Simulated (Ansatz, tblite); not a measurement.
# Sn(OMe)2 (C2H6O2Sn): a ladder of methods and basis sets

How do method and basis change the picture of Sn(OMe)2 (C2H6O2Sn) (singlet)?

The runs use Ansatz 0.2.0, Gaussian basis; as each input shows.

The runs, in order: GFN1-xTB, GFN2-xTB, PBE-D4/def2-TZVP, r2SCAN-D4/def2-TZVP, BLYP-D4/def2-TZVP, B97M-V/def2-TZVP, HF/def2-TZVP, PBE-D4/def2-SVP, PBE0-D4/def2-SVP, CCSD(T)/def2-SVP, MP2/def2-TZVP.

4 further runs of the same task are left out: 4 set aside as unsound or not needed.

## 1. The structure

The singlet was relaxed beforehand with PBE0-D4/def2-SVP.

11 atoms, charge 0, spin multiplicity 1.

Bond lengths: C1–O3 1.390 Å, C1–H6 1.108 Å, C1–H7 1.107 Å, C1–H8 1.106 Å, C2–O4 1.390 Å, C2–H9 1.108 Å, C2–H10 1.107 Å, C2–H11 1.106 Å, O3–Sn5 1.997 Å, O4–Sn5 1.997 Å. Angles: O3–C1–H6 112.0°, O3–C1–H7 113.5°, O3–C1–H8 109.8°, H6–C1–H7 107.1°, H6–C1–H8 106.9°, H7–C1–H8 107.1°, O4–C2–H9 112.0°, O4–C2–H10 113.5°, O4–C2–H11 109.8°, H9–C2–H10 107.1°, H9–C2–H11 106.9°, H10–C2–H11 107.1°, C1–O3–Sn5 136.6°, C2–O4–Sn5 136.7°, O3–Sn5–O4 102.6°.

Sn takes a core potential in the def2 sets. No spin-orbit coupling is included.

PBE0-D4/def2-TZVP was run before; its log isn't repeated, and its numbers join the tables.

## 2. GFN1-xTB

Tight binding, by tblite at 300 K electronic temperature and without a spin-polarisation term:

```python
tblite.interface.Calculator('GFN1-xTB', numbers, positions, charge=0, uhf=0).singlepoint()
```

Energy -528.3181 eV, HOMO -11.66 eV, LUMO -6.94 eV; 0.006 s.

## 3. GFN2-xTB

Tight binding, by tblite at 300 K electronic temperature and without a spin-polarisation term:

```python
tblite.interface.Calculator('GFN2-xTB', numbers, positions, charge=0, uhf=0).singlepoint()
```

Energy -479.3642 eV, HOMO -10.71 eV, LUMO -6.70 eV; 0.005 s.

## 4. PBE-D4/def2-TZVP

start.molden holds the orbitals of an earlier run on this state, given as this run's starting guess.

File in.yaml:

```yaml
crystal:
  periodic: [false, false, false]
  atoms:
    - {symbol: C, position_ang: [1.743080, 0.037297, 0.330238]}
    - {symbol: C, position_ang: [-1.751977, -0.224950, 0.171382]}
    - {symbol: O, position_ang: [1.576196, 0.435841, -0.990837]}
    - {symbol: O, position_ang: [-1.538140, 0.337771, -1.081467]}
    - {symbol: Sn, position_ang: [0.039115, 0.824969, -2.205128]}
    - {symbol: H, position_ang: [1.684315, -1.063049, 0.443073]}
    - {symbol: H, position_ang: [0.997703, 0.475254, 1.021356]}
    - {symbol: H, position_ang: [2.742046, 0.344523, 0.691575]}
    - {symbol: H, position_ang: [-1.722236, 0.533986, 0.978020]}
    - {symbol: H, position_ang: [-1.016460, -1.008933, 0.435009]}
    - {symbol: H, position_ang: [-2.753641, -0.692719, 0.206778]}
basis:
  gaussian: {orbitals: def2-TZVP, initial_orbitals: start.molden}
hamiltonian: {xc: pbe, dispersion: d4}
scf: {omitted_lower_state_checks: [starts]}
output: {forces: true, orbitals: {seedname: orbitals}}
```

On the command line:

```
ansatz run in.yaml --threads 4 --pin off --events-out ev --progress --plain --max-ram 4787MiB
```

Log, shortened:

```text
Functional definition: PBE
  name "PBE"
  cite "Perdew, Burke & Ernzerhof, Phys. Rev. Lett. 77, 3865 (1996) doi:10.1103/PhysRevLett.77.3865"
  parent pbe
[...]
1314 factors; their error is unknown
[...]
mean field -12093.43619145 eV, -444.4255828104 hartree, gradient 2.2e-5 eV, S^2 0.000000; 0 other end points of the search recorded, 0 dependent functions left out
[...]
reference -12093.43624178 eV, -444.4255846599 hartree; 28, 28 occupied and 182, 182 virtual orbitals, 1314 factors
Total energy: -12093.67393645 eV, -444.4343197781 hartree
Atom 0 at     1.743080     0.037297     0.330238 Å, force     0.057699    -0.227504     0.773610 eV/Å
Atom 1 at    -1.751977    -0.224950     0.171382 Å, force    -0.086822    -0.332920     0.733204 eV/Å
Atom 2 at     1.576196     0.435841    -0.990837 Å, force     0.116906     0.186607    -0.642735 eV/Å
Atom 3 at    -1.538140     0.337771    -1.081467 Å, force    -0.096791     0.282438    -0.608248 eV/Å
Atom 4 at     0.039115     0.824969    -2.205128 Å, force     0.001469     0.007703    -0.022654 eV/Å
Atom 5 at     1.684315    -1.063049     0.443073 Å, force    -0.003473     0.024565    -0.037885 eV/Å
Atom 6 at     0.997703     0.475254     1.021356 Å, force     0.003559    -0.001385    -0.044446 eV/Å
Atom 7 at     2.742046     0.344523     0.691575 Å, force    -0.007607     0.012029    -0.035064 eV/Å
Atom 8 at    -1.722236     0.533986     0.978020 Å, force     0.005035     0.000064    -0.050158 eV/Å
Atom 9 at    -1.016460    -1.008933     0.435009 Å, force    -0.005227     0.031673    -0.032171 eV/Å
Atom 10 at    -2.753641    -0.692719     0.206778 Å, force     0.015250     0.016731    -0.033454 eV/Å
Dipole moment:    -0.000689    -0.002502     0.008718 e Å
Checks for a lower state left out: starts
```

It took 2.6 s on 4 threads of Arm Neoverse V1, shared host.

From the report: HOMO -5.92 eV, LUMO -2.64 eV.

## 5. r2SCAN-D4/def2-TZVP

Edit in.yaml of step 4 so:

```diff
@@ -16,4 +16,4 @@
   gaussian: {orbitals: def2-TZVP, initial_orbitals: start.molden}
-hamiltonian: {xc: pbe, dispersion: d4}
+hamiltonian: {xc: r2scan, dispersion: d4}
 scf: {omitted_lower_state_checks: [starts]}
-output: {forces: true, orbitals: {seedname: orbitals}}
+output: {orbitals: {seedname: orbitals}}
```

The command is unchanged.

Log:

```text
Functional definition: r2SCAN
  name "r2SCAN"
  cite "Furness, Kaplan, Ning, Perdew & Sun, J. Phys. Chem. Lett. 11, 8208 (2020) doi:10.1021/acs.jpclett.0c02405"
  cite "Furness, Kaplan, Ning, Perdew & Sun, J. Phys. Chem. Lett. 11, 9248 (2020) doi:10.1021/acs.jpclett.0c03077"
  parent r2scan
  parameter k0 = 0.174
  parameter k1 = 0.065
  parameter a1 = 4.9479
  exchange = r2scan_x(k0 = k0, k1 = k1, a1 = a1)
  correlation = r2scan_c
these checks for a lower state are left out or cut short: starts
1314 factors; their error is unknown
mean field evaluation 1: about -12099.4931 eV, gradient 5.8e0 eV
mean field evaluation 2: about -12099.5472 eV, gradient 7.2e-2 eV
mean field evaluation 4: about -12099.5226 eV, gradient 3.7e-4 eV
mean field -12099.52264503 eV, -444.6492558540 hartree, gradient 1.2e-5 eV, S^2 0.000000; 0 other end points of the search recorded, 0 dependent functions left out
reference -12099.52265991 eV, -444.6492564005 hartree; 28, 28 occupied and 182, 182 virtual orbitals, 1314 factors
Total energy: -12099.58236995 eV, -444.6514507040 hartree
Checks for a lower state left out: starts
```

Run time: 3.7 s. Hardware: 4 threads of Arm Neoverse V1, shared host.

HOMO -6.23 eV, LUMO -2.58 eV.

## 6. BLYP-D4/def2-TZVP

Edit in.yaml of step 5 so:

```diff
@@ -16,3 +16,3 @@
   gaussian: {orbitals: def2-TZVP, initial_orbitals: start.molden}
-hamiltonian: {xc: r2scan, dispersion: d4}
+hamiltonian: {xc: {name: BLYP}, dispersion: d4}
 scf: {omitted_lower_state_checks: [starts]}
```

Launched as before.

Log:

```text
Functional definition: BLYP
  name "BLYP"
  cite "Becke, Phys. Rev. A 38, 3098 (1988) doi:10.1103/PhysRevA.38.3098"
  cite "Lee, Yang & Parr, Phys. Rev. B 37, 785 (1988) doi:10.1103/PhysRevB.37.785"
  parameter beta = 0.0042
  parameter a = 0.04918
  parameter b = 0.132
  parameter c = 0.2533
  parameter d = 0.349
  exchange = b88_x(beta = beta)
  correlation = lyp_c(a = a, b = b, c = c, d = d)
these checks for a lower state are left out or cut short: starts
1314 factors; their error is unknown
mean field evaluation 1: about -12097.5332 eV, gradient 1.5e1 eV
mean field evaluation 2: about -12097.8167 eV, gradient 2.9e-1 eV
mean field evaluation 4: about -12097.7960 eV, gradient 1.8e-3 eV
mean field -12097.79595236 eV, -444.5858010688 hartree, gradient 1.5e-5 eV, S^2 0.000000; 0 other end points of the search recorded, 0 dependent functions left out
reference -12097.79634861 eV, -444.5858156306 hartree; 28, 28 occupied and 182, 182 virtual orbitals, 1314 factors
Total energy: -12098.30894833 eV, -444.6046533228 hartree
Checks for a lower state left out: starts
```

Wall time 2.2 s (4 threads of Arm Neoverse V1, shared host).

Report: HOMO -5.82 eV, LUMO -2.57 eV.

## 7. B97M-V/def2-TZVP

Edit in.yaml of step 6 so:

```diff
@@ -16,3 +16,3 @@
   gaussian: {orbitals: def2-TZVP, initial_orbitals: start.molden}
-hamiltonian: {xc: {name: BLYP}, dispersion: d4}
+hamiltonian: {xc: {name: B97M-V}}
 scf: {omitted_lower_state_checks: [starts]}
```

Same command.

Log, shortened:

```text
Functional definition: B97M-V
  name "B97M-V"
  cite "Mardirossian & Head-Gordon, J. Chem. Phys. 142, 074111 (2015) doi:10.1063/1.4907719"
  cite "Becke, J. Chem. Phys. 107, 8554 (1997) doi:10.1063/1.475007"
  cite "Vydrov & Van Voorhis, J. Chem. Phys. 133, 244103 (2010) doi:10.1063/1.3521275"
  # Of w^i u^j: cxij and so on, Table III.
[...]
  gx(w, u) = cx00 + cx01*u + cx02*u^2 + (cx10 + cx11*u)*w
  gss(w, u) = css00 + css02*u^2 + css10*w + (css32*w^3 + css42*w^4)*u^2
  gos(w, u) = cos00 + cos01*u + cos03*u^3 + cos10*w + cos32*w^3*u^2
[...]
      + integral(e_c_pw_mod_opposite_spin*gos(b97_w_opposite, b97_u_opposite)) + vv10(b, c)
[...]
1314 factors; their error is unknown
[...]
mean field -12099.40232142 eV, -444.6448340426 hartree, gradient 1.7e-5 eV, S^2 0.000000; 0 other end points of the search recorded, 0 dependent functions left out
reference -12099.40239127 eV, -444.6448366097 hartree; 28, 28 occupied and 182, 182 virtual orbitals, 1314 factors
Total energy: -12099.40239127 eV, -444.6448366097 hartree
Checks for a lower state left out: starts
```

It took 9 s on 4 threads of Arm Neoverse V1, shared host.

HOMO -6.31 eV, LUMO -2.63 eV.

## 8. HF/def2-TZVP

Edit in.yaml of step 7 so:

```diff
@@ -16,3 +16,3 @@
   gaussian: {orbitals: def2-TZVP, initial_orbitals: start.molden}
-hamiltonian: {xc: {name: B97M-V}}
+hamiltonian: {xc: hf}
 scf: {omitted_lower_state_checks: [starts]}
```

The command is unchanged.

Log:

```text
Functional definition: HF
  name "HF"
  cite "Fock, Z. Phys. 61, 126 (1930) doi:10.1007/BF01340294"
  parent pbe
  exchange = exact_x
  correlation = 0
these checks for a lower state are left out or cut short: starts
1622 factors; their error is unknown
mean field evaluation 1: about -12037.3886 eV, gradient 2.7e1 eV
mean field evaluation 2: about -12038.4417 eV, gradient 1.2e0 eV
mean field evaluation 4: about -12038.8420 eV, gradient 8.8e-1 eV
mean field -12038.84274558 eV, -442.4193106792 hartree, gradient 1.8e-5 eV, S^2 0.000000; 0 other end points of the search recorded, 0 dependent functions left out
reference -12038.84274558 eV, -442.4193106792 hartree; 28, 28 occupied and 182, 182 virtual orbitals, 1622 factors
Total energy: -12038.84274558 eV, -442.4193106792 hartree
Checks for a lower state left out: starts
```

Wall time 1.5 s (4 threads of Arm Neoverse V1, shared host).

From the report: HOMO -10.18 eV, LUMO 0.52 eV.

## 9. PBE-D4/def2-SVP

Edit in.yaml of step 8 so:

```diff
@@ -15,4 +15,4 @@
 basis:
-  gaussian: {orbitals: def2-TZVP, initial_orbitals: start.molden}
-hamiltonian: {xc: hf}
+  gaussian: {orbitals: def2-SVP, initial_orbitals: start.molden}
+hamiltonian: {xc: pbe, dispersion: d4}
 scf: {omitted_lower_state_checks: [starts]}
```

The command is unchanged.

Log:

```text
Functional definition: PBE
  name "PBE"
  cite "Perdew, Burke & Ernzerhof, Phys. Rev. Lett. 77, 3865 (1996) doi:10.1103/PhysRevLett.77.3865"
  parent pbe
  parameter kappa = 0.804
  parameter beta = 0.06672455060314922
  exchange = pbe_x(kappa = kappa, mu = beta*pi^2/3)
  correlation = pbe_c(beta = beta)
these checks for a lower state are left out or cut short: starts
1241 factors; their error is unknown
mean field evaluation 1: about -12085.2676 eV, gradient 2.5e1 eV
mean field evaluation 2: about -12085.6948 eV, gradient 5.9e-1 eV
mean field evaluation 4: about -12085.6682 eV, gradient 1.6e-1 eV
mean field evaluation 8: about -12085.6683 eV, gradient 2.5e-5 eV
mean field -12085.66825312 eV, -444.1401163421 hartree, gradient 2.5e-5 eV, S^2 0.000000; 0 other end points of the search recorded, 0 dependent functions left out
reference -12085.66828859 eV, -444.1401176456 hartree; 28, 28 occupied and 84, 84 virtual orbitals, 1241 factors
Total energy: -12085.90598327 eV, -444.1488527638 hartree
Checks for a lower state left out: starts
```

It took 1.2 s on 4 threads of Arm Neoverse V1, shared host.

From the report: HOMO -5.72 eV, LUMO -2.48 eV.

## 10. PBE0-D4/def2-SVP

Edit in.yaml of step 9 so:

```diff
@@ -16,3 +16,3 @@
   gaussian: {orbitals: def2-SVP, initial_orbitals: start.molden}
-hamiltonian: {xc: pbe, dispersion: d4}
+hamiltonian: {xc: pbe0, dispersion: d4}
 scf: {omitted_lower_state_checks: [starts]}
```

The command is unchanged.

Log:

```text
Functional definition: PBE0
  name "PBE0"
  cite "Adamo & Barone, J. Chem. Phys. 110, 6158 (1999) doi:10.1063/1.478522"
  cite "Perdew, Burke & Ernzerhof, Phys. Rev. Lett. 77, 3865 (1996) doi:10.1103/PhysRevLett.77.3865"
  parent pbe
  parameter a = 0.25
  parameter kappa = 0.804
  parameter beta = 0.06672455060314922
  exchange = (1 - a)*pbe_x(kappa = kappa, mu = beta*pi^2/3) + a*exact_x
  correlation = pbe_c(beta = beta)
these checks for a lower state are left out or cut short: starts
1304 factors; their error is unknown
mean field evaluation 1: about -12085.7031 eV, gradient 2.4e1 eV
mean field evaluation 2: about -12085.9674 eV, gradient 3.6e-1 eV
mean field evaluation 4: about -12086.0525 eV, gradient 1.8e-1 eV
mean field evaluation 8: about -12086.0525 eV, gradient 1.7e-5 eV
mean field -12086.05254122 eV, -444.1542386693 hartree, gradient 1.7e-5 eV, S^2 0.000000; 0 other end points of the search recorded, 0 dependent functions left out
reference -12086.05256874 eV, -444.1542396803 hartree; 28, 28 occupied and 84, 84 virtual orbitals, 1304 factors
Total energy: -12086.25599079 eV, -444.1617153031 hartree
Checks for a lower state left out: starts
```

Wall time 1.4 s (4 threads of Arm Neoverse V1, shared host).

From the report: HOMO -7.24 eV, LUMO -1.86 eV.

## 11. CCSD(T)/def2-SVP

Edit in.yaml of step 10 so:

```diff
@@ -16,3 +16,3 @@
   gaussian: {orbitals: def2-SVP, initial_orbitals: start.molden}
-hamiltonian: {xc: pbe0, dispersion: d4}
+correlation: {method: ccsd_t}
 scf: {omitted_lower_state_checks: [starts]}
```

Same command.

Log, shortened:

```text
Functional definition: HF
  name "HF"
  cite "Fock, Z. Phys. 61, 126 (1930) doi:10.1007/BF01340294"
  parent pbe
[...]
1204 factors; integrals over basis functions are off by at most 1.2e-3 eV
[...]
mean field -12031.10242681 eV, -442.1348592111 hartree, gradient 2.9e-6 eV, S^2 0.000000; 0 other end points of the search recorded, 0 dependent functions left out
8 core orbitals not correlated: weight in the atoms' cores, before any rotation towards them, 1.000 or more for the frozen orbitals, at most 0.000 for the correlated occupied ones
reference -12031.10242681 eV, -442.1348592111 hartree; 20, 20 occupied and 84, 84 virtual orbitals, 1204 factors
second order -20.44345799 eV of doubles, -0.00000000 eV of singles
cycle   1  -20.86564645 eV  change   -4.2e-1 eV  update   1.4e-1
[...]
cycle  10  -21.66784827 eV  change    7.4e-6 eV  update   2.4e-5
perturbative correction -0.62423772 eV, -0.0229403131 hartree
Total energy: -12053.39451280 eV, -442.9540782612 hartree
Checks for a lower state left out: starts
```

Run time: 12 s. Hardware: 4 threads of Arm Neoverse V1, shared host; peak memory 0.68 GiB.

Hartree-Fock HOMO -10.09 eV, LUMO 0.77 eV; T1 0.017.

## 12. MP2/def2-TZVP

Edit in.yaml of step 11 so:

```diff
@@ -15,4 +15,4 @@
 basis:
-  gaussian: {orbitals: def2-SVP, initial_orbitals: start.molden}
-correlation: {method: ccsd_t}
+  gaussian: {orbitals: def2-TZVP, initial_orbitals: start.molden}
+correlation: {method: mp2}
 scf: {omitted_lower_state_checks: [starts]}
```

The command is unchanged.

Log:

```text
Functional definition: HF
  name "HF"
  cite "Fock, Z. Phys. 61, 126 (1930) doi:10.1007/BF01340294"
  parent pbe
  exchange = exact_x
  correlation = 0
these checks for a lower state are left out or cut short: starts
1584 factors; integrals over basis functions are off by at most 1.4e-3 eV
mean field evaluation 1: about -12037.4992 eV, gradient 2.7e1 eV
mean field evaluation 2: about -12038.5210 eV, gradient 1.2e0 eV
mean field evaluation 4: about -12038.8429 eV, gradient 2.6e-2 eV
mean field evaluation 8: about -12038.8430 eV, gradient 2.5e-6 eV
mean field -12038.84297234 eV, -442.4193190127 hartree, gradient 5.8e-6 eV, S^2 0.000000; 0 other end points of the search recorded, 0 dependent functions left out
8 core orbitals not correlated: weight in the atoms' cores, before any rotation towards them, 1.000 or more for the frozen orbitals, at most 0.000 for the correlated occupied ones
reference -12038.84297234 eV, -442.4193190127 hartree; 20, 20 occupied and 182, 182 virtual orbitals, 1584 factors
second order -30.52521967 eV of doubles, -0.00000000 eV of singles
Total energy: -12069.36819201 eV, -443.5411001449 hartree
Checks for a lower state left out: starts
```

Wall time 2.8 s (4 threads of Arm Neoverse V1, shared host).

Report: Hartree-Fock HOMO -10.18 eV, LUMO 0.52 eV.

## 13. Levels side by side

| level | functions | HOMO (eV) | LUMO (eV) | gap (eV) | time |
| --- | --- | --- | --- | --- | --- |
| HF/def2-TZVP | 210 | -10.18 | 0.52 | 10.70 | 1.5 s |
| PBE-D4/def2-SVP | 112 | -5.72 | -2.48 | 3.24 | 1.2 s |
| PBE-D4/def2-TZVP | 210 | -5.92 | -2.64 | 3.28 | 2.6 s |
| BLYP-D4/def2-TZVP | 210 | -5.82 | -2.57 | 3.24 | 2.2 s |
| r2SCAN-D4/def2-TZVP | 210 | -6.23 | -2.58 | 3.65 | 3.7 s |
| B97M-V/def2-TZVP | 210 | -6.31 | -2.63 | 3.69 | 9 s |
| PBE0-D4/def2-SVP | 112 | -7.24 | -1.86 | 5.37 | 1.4 s |
| PBE0-D4/def2-TZVP | 210 | -7.39 | -2.00 | 5.39 | 2.9 s |

Energy pieces by basis (eV):

| basis | HF | MP2 correlation | CCSD correlation | (T) | total |
| --- | --- | --- | --- | --- | --- |
| def2-SVP | -12031.1024 | -20.4435 | -21.6678 | -0.6242 | -12053.3945 |
| def2-TZVP | -12038.8430 | -30.5252 |  |  | -12069.3682 (MP2) |

The correlation energy is far from converged in these sets, so it jumps between bases; where outer-core shells are correlated, the sets cover them unevenly.

## 14. Binding energy

Free atoms were run apart at each level; binding is atoms less cluster, divided by the number of atoms, without zero-point or spin-orbit terms.

| method | binding an atom (eV) | from CCSD(T)/def2-SVP (eV) | time |
| --- | --- | --- | --- |
| HF/def2-SVP | 2.653 | -0.920 |  |
| HF/def2-TZVP | 2.633 | -0.940 | 1.5 s |
| PBE-D4/def2-SVP | 3.912 | +0.339 | 1.2 s |
| PBE-D4/def2-TZVP | 3.899 | +0.326 | 2.6 s |
| BLYP-D4/def2-TZVP | 3.834 | +0.261 | 2.2 s |
| r2SCAN-D4/def2-TZVP | 3.805 | +0.232 | 3.7 s |
| B97M-V/def2-TZVP | 3.807 | +0.234 | 9 s |
| PBE0-D4/def2-SVP | 3.796 | +0.223 | 1.4 s |
| PBE0-D4/def2-TZVP | 3.786 | +0.213 | 2.9 s |
| MP2/def2-SVP | 3.623 | +0.050 |  |
| MP2/def2-TZVP | 3.725 | +0.152 | 2.8 s |
| CCSD/def2-SVP | 3.529 | -0.044 |  |
| CCSD(T)/def2-SVP | 3.573 | 0 | 12 s |

Among the levels timed on like hardware and quicker than the yardstick, those that no quicker one beats, quickest first: PBE-D4/def2-SVP (1.2 s, +0.339 eV); PBE0-D4/def2-SVP (1.4 s, +0.223 eV); MP2/def2-TZVP (2.8 s, +0.152 eV).

## 15. Results

```
                                                                  quantity                             value
gap in def2-TZVP, named functionals and Hartree-Fock, smallest and largest  3.24 eV (BLYP-D4), 10.70 eV (HF)
                                      correlation energy, CCSD(T)/def2-SVP                         -22.29 eV
                                         correlation energy, MP2/def2-TZVP                         -30.53 eV
                                         binding an atom, CCSD(T)/def2-SVP                          3.573 eV
                           PBE0 total energy, smallest basis above largest     7.67 eV (def2-SVP, def2-TZVP)
```

Orbital gaps of the named functionals and Hartree-Fock in def2-TZVP span 3.24 eV (BLYP-D4) to 10.70 eV (HF); exact exchange widens it. The functionals in def2-TZVP miss CCSD(T)/def2-SVP by +0.213 (PBE0-D4) to +0.326 eV (PBE-D4) an atom. The yardstick is in a double-zeta basis, so levels in larger sets aren't compared like for like. CCSD(T)/def2-SVP isn't at the basis-set limit; small misses against it rank nothing.

MP2/def2-TZVP reaches 0.152 eV from the reference in 2.8 s, where CCSD(T)/def2-SVP took 12 s; the quickest level in the cost chart, PBE-D4/def2-SVP, takes 1.2 s and misses by 0.339 eV. The slowest run with a step of its own, CCSD(T)/def2-SVP, took 12 s; the quickest functional in def2-TZVP took 2.2 s (shared host).
